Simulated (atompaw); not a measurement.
# Molybdenum: generating and testing a PAW (atompaw) potential

Do these settings give a usable potential? It is generated, then checked for scattering, ghosts and hardness.

Program: atompaw 4.2.0.5. Reference atom: LDA (PW92), scalar-relativistic, spherical and spin-unpolarised. All values are calculated.

### 1 The atom and the settings

The settings as typed:

* element: molybdenum (Mo, Z = 42)
* type: PAW
* frozen core: [Kr]
* valence charge: 6
* reference configuration: 4d6 5s0 5p0
* partial waves: 5s (bound, empty); 5s channel at 2.95 Ry; 5p (bound, empty); 5p channel at 3 Ry; 4d (bound); 4d channel at 0.55 Ry
* local potential: bessel scheme, radius 2.40 bohr
* core correction: smooth core density matched at 2.65 bohr
* augmentation charge: besselshape compensation charge, radius 2.80 bohr; PAW radius 2.90 bohr; waves and projectors: bloechl

The nodes and maxima of the atom's own shells, from an earlier all-electron run, set the scale for the radii.

All-electron outer shells of the reference configuration (LDA (PW92), scalar-relativistic, ld1.x):

```tsv
shell	level (eV)	outermost node (bohr)	outermost maximum (bohr)
4s	-62.33	0.51	0.99
4p	-36.59	0.52	1.06
5s	-3.71	1.35	3.00
4d	-2.51	0.53	1.42
5p	-0.86	1.56	4.32
```

### 2 Generating the potential

Mo.input reads:

```
Mo 42
LDA-PW scalarrelativistic loggrid 1500 logderivrange -2 5 176
5 5 4 0 0 0
5 0 0
5 1 0
4 2 6
0 0 0
c
c
c
c
v
c
c
c
v
c
v
2
2.90 2.80 2.40 2.65
y
2.95
n
y
3
n
y
0.55
n
bloechl besselshape
bessel
PWSCFOUT
UPFDX 0.0125d0 UPFXMIN -7.d0 UPFZMESH 42.d0
END
```

The run is started by

```console
$ atompaw < Mo.input > Mo.log
```

Before running it: what results should come out? Wanted: cutoffs for 10 and 1 mRy, occupied levels; bound ghosts; largest phase difference near zero energy, channels read; lowest eigenvalue of the overlap; share of valence orbitals outside the PAW sphere; UPF file.

As calculated:

| quantity | value |
| --- | --- |
| cutoffs for 10 and 1 mRy, occupied levels | 18 Ry and 25 Ry |
| bound ghosts | none found |
| largest phase difference near zero energy, channels read | 0.029 rad |
| lowest eigenvalue of the overlap (Bessel basis) | 0.475 (s) |
| share of valence orbitals outside the PAW sphere | 5s 69 %, 5p 91 %, 4d 21 % |
| UPF file | written |

By its cutoff, 18 Ry for the looser tolerance, it is soft on the atom at that tolerance. The Bessel-basis test finds no level below the valence levels. Near zero energy the phases of the channels with partial waves agree within 0.029 rad. These are tests on the free atom; a crystal test is still owed.
